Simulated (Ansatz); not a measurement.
**C2H2F2Si: up Jacob's ladder to CCSD(T)**

How much do the methods differ for C2H2F2Si? The plan is to run it at one geometry with functionals of several rungs and with coupled cluster. The yardstick is the atomisation energy at the CCSD(T) limit.

Method: functionals in def2-TZVPP, the program's frozen cores in correlated methods; program: Ansatz 0.2.0, Gaussian basis.

The runs, in order: LDA (SPW92), PBE-D4, revPBE-D4, BLYP-D4, r2SCAN-D4, B97M-V, PBE0-D4, B3LYP-D4, r2SCANh-D4, r2SCAN0-D4, HSE06-D4, BHLYP-D4, CAM-B3LYP-D4, LC-ωPBE, ωB97X-V, ωB97M-V, B2PLYP, PBE-QIDH; CCSD(T)/def2-SVP; CCSD(T)/def2-TZVPP; MP2/def2-QZVPP; extrapolation to the limit; RPA on PBE.

**1. Structure used throughout**

An earlier PBE0-D4 in a triple-zeta def2 set relaxation fixed the geometry.

SMILES `F[Si]1(F)C=C1`, 7 atoms, charge 0, spin multiplicity 1.

Atoms are counted from 1 here; the program's logs count them from 0.

Bond lengths: F1–Si2 1.581 Å, Si2–F3 1.581 Å, Si2–C4 1.759 Å, Si2–C5 1.759 Å, C4–C5 1.362 Å, C4–H6 1.084 Å, C5–H7 1.084 Å. Angles: F1–Si2–F3 103.9°, F1–Si2–C4 124.6°, F1–Si2–C5 124.6°, F3–Si2–C4 124.6°, F3–Si2–C5 124.6°, C4–Si2–C5 45.5°, Si2–C4–C5 67.2°, Si2–C4–H6 160.4°, C5–C4–H6 132.3°, Si2–C5–C4 67.2°, Si2–C5–H7 160.4°, C4–C5–H7 132.3°.

**2. LDA**

This LDA is Slater exchange with PW92 correlation.

in.yaml

```yaml
crystal:
  periodic: [false, false, false]
  atoms:
    - {symbol: F, position_ang: [0.680210, -1.297700, 1.687443]}
    - {symbol: Si, position_ang: [0.097140, -0.828965, 0.294663]}
    - {symbol: F, position_ang: [-0.289500, -2.180441, -0.428897]}
    - {symbol: C, position_ang: [-0.689547, 0.718360, 0.009736]}
    - {symbol: C, position_ang: [0.556956, 0.652919, -0.534106]}
    - {symbol: H, position_ang: [-1.438690, 1.501724, 0.026270]}
    - {symbol: H, position_ang: [1.144630, 1.366104, -1.100811]}
basis:
  gaussian: {orbitals: def2-TZVPP}
hamiltonian: {xc: lda}
output: {orbitals: {seedname: orbitals}}
```

On the command line:

```
ansatz run in.yaml --threads 2 --pin off --events-out ev --progress --plain --max-ram 4352MiB
```

The runs that follow: PBE-D4 (GGA); revPBE-D4 (GGA); BLYP-D4 (GGA); r2SCAN-D4 (meta-GGA); B97M-V (meta-GGA); PBE0-D4 (hybrid); B3LYP-D4 (hybrid); r2SCANh-D4 (hybrid); r2SCAN0-D4 (hybrid); HSE06-D4 (hybrid); BHLYP-D4 (hybrid); CAM-B3LYP-D4 (range-separated); LC-ωPBE (range-separated); ωB97X-V (range-separated); ωB97M-V (range-separated); B2PLYP (double hybrid); PBE-QIDH (double hybrid); CCSD(T) in def2-SVP; CCSD(T) in def2-TZVPP; MP2 in def2-QZVPP; RPA on PBE orbitals.

Q: Predict the results of all the runs planned. Wanted: atomisation energy, CCSD(T)/CBS; farthest beyond LDA; mean size of error, GGA; mean size of error, meta-GGA; mean size of error, hybrid; mean size of error, range-separated; mean size of error, double hybrid; gap, smallest and largest; T1 diagnostic.

The runs gave:

| quantity | value |
| --- | --- |
| atomisation energy, CCSD(T)/CBS | 734.6 kcal/mol |
| functionals within 3.7 kcal/mol (0.5 %) | r2SCAN-D4, B97M-V, PBE0-D4, HSE06-D4, CAM-B3LYP-D4, LC-ωPBE, ωB97X-V, ωB97M-V |
| farthest beyond LDA | BHLYP-D4 (-33.0 kcal/mol) |
| mean size of error, GGA | 9.1 kcal/mol |
| mean size of error, meta-GGA | 2.8 kcal/mol |
| mean size of error, hybrid | 10.0 kcal/mol |
| mean size of error, range-separated | 0.6 kcal/mol |
| mean size of error, double hybrid | 6.3 kcal/mol |
| gap, smallest and largest | 4.71 eV (LDA (SPW92)), 12.40 eV (LC-ωPBE) |
| T1 diagnostic | 0.0121 |
| triples share of the correlation energy | 3.6 % |

In words: The LDA atomisation energy is off by 113.1 kcal/mol (15 %): it overbinds. PBE-D4 is off by +17.5 kcal/mol. Double hybrids carry the basis error of their MP2 part in triple zeta, and no dispersion term here, so their miss is partly the set-up's. The rungs range-separated, meta-GGA miss on average by less than the doubt on the reference (3.7 kcal/mol), so they tie. The reference freezes the cores and leaves out relativity and excitations past (T), so misses under about 3.7 kcal/mol can't be ranked. Hartree-Fock recovers 73 % of the binding; the rest is correlation. CCSD(T) in def2-SVP is off by -53.5 kcal/mol, more than most functionals: a good method in a small basis is no reference. Orbital gaps span 4.7 to 12.4 eV; exact exchange widens them.
